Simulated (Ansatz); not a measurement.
# CH8FGeNSi: the cost of one run

All numbers below are computed with Ansatz 0.2.0 (RHF/def2-SVP).

**1. The system as given**

Bond lengths: N1–Si2 1.726 Å, Si2–Ge3 2.291 Å, Si2–C4 1.824 Å, C4–F5 1.393 Å, N1–H6 1.056 Å, N1–H7 1.064 Å, Si2–H8 1.460 Å, Ge3–H9 1.608 Å, Ge3–H10 1.514 Å, Ge3–H11 1.566 Å, C4–H12 1.168 Å, C4–H13 1.039 Å. Angles (14 of 21 angles, heavy atoms first): N1–Si2–Ge3 108.5°, N1–Si2–C4 111.7°, Ge3–Si2–C4 107.1°, Si2–C4–F5 112.3°, N1–Si2–H8 109.6°, Ge3–Si2–H8 108.3°, C4–Si2–H8 111.4°, Si2–N1–H6 111.8°, Si2–N1–H7 109.4°, Si2–Ge3–H9 109.0°, Si2–Ge3–H10 111.1°, Si2–Ge3–H11 109.2°, Si2–C4–H12 107.2°, Si2–C4–H13 115.1°.

Structure file:

```xyz
13

N    -1.1462    1.4778    0.4391
Si   -0.3357   -0.0370    0.6068
Ge    1.8122    0.1982   -0.1535
C    -1.1225   -1.3389   -0.3996
F    -1.2032   -0.9910   -1.7460
H    -0.6564    2.2458    0.9742
H    -1.0892    1.7993   -0.5735
H    -0.2847   -0.4110    2.0174
H     2.5657    1.3053    0.7371
H     1.8320    0.6116   -1.6098
H     2.5777   -1.1541    0.0389
H    -2.2207   -1.4540   -0.0197
H    -0.7085   -2.2867   -0.2966
```

**2. Relaxing end A**

input.yaml reads:

```yaml
crystal:
  periodic: [false, false, false]
  atoms:
    - { symbol: "N", position_ang: [-1.1462, 1.4778, 0.4391] }
    - { symbol: Si, position_ang: [-0.3357, -0.037, 0.6068] }
    - { symbol: Ge, position_ang: [1.8122, 0.1982, -0.1535] }
    - { symbol: C, position_ang: [-1.1225, -1.3389, -0.3996] }
    - { symbol: F, position_ang: [-1.2032, -0.991, -1.746] }
    - { symbol: H, position_ang: [-0.6564, 2.2458, 0.9742] }
    - { symbol: H, position_ang: [-1.0892, 1.7993, -0.5735] }
    - { symbol: H, position_ang: [-0.2847, -0.411, 2.0174] }
    - { symbol: H, position_ang: [2.5657, 1.3053, 0.7371] }
    - { symbol: H, position_ang: [1.832, 0.6116, -1.6098] }
    - { symbol: H, position_ang: [2.5777, -1.1541, 0.0389] }
    - { symbol: H, position_ang: [-2.2207, -1.454, -0.0197] }
    - { symbol: H, position_ang: [-0.7085, -2.2867, -0.2966] }
basis:
  gaussian: { orbitals: def2-SVP }
hamiltonian:
  xc: hf
relax:
  f_tol: 0.015
  max_steps: 40
```

Run with:

```console
ansatz run input.yaml --threads 2 --pin off --max-ram 3072MiB --backend cpu --events-out ev --progress --plain --runs-dir out
```

What time and memory should one allow on 2 threads of Arm Neoverse V2, shared host?

About 77 s, with a peak of 0.34 GiB.
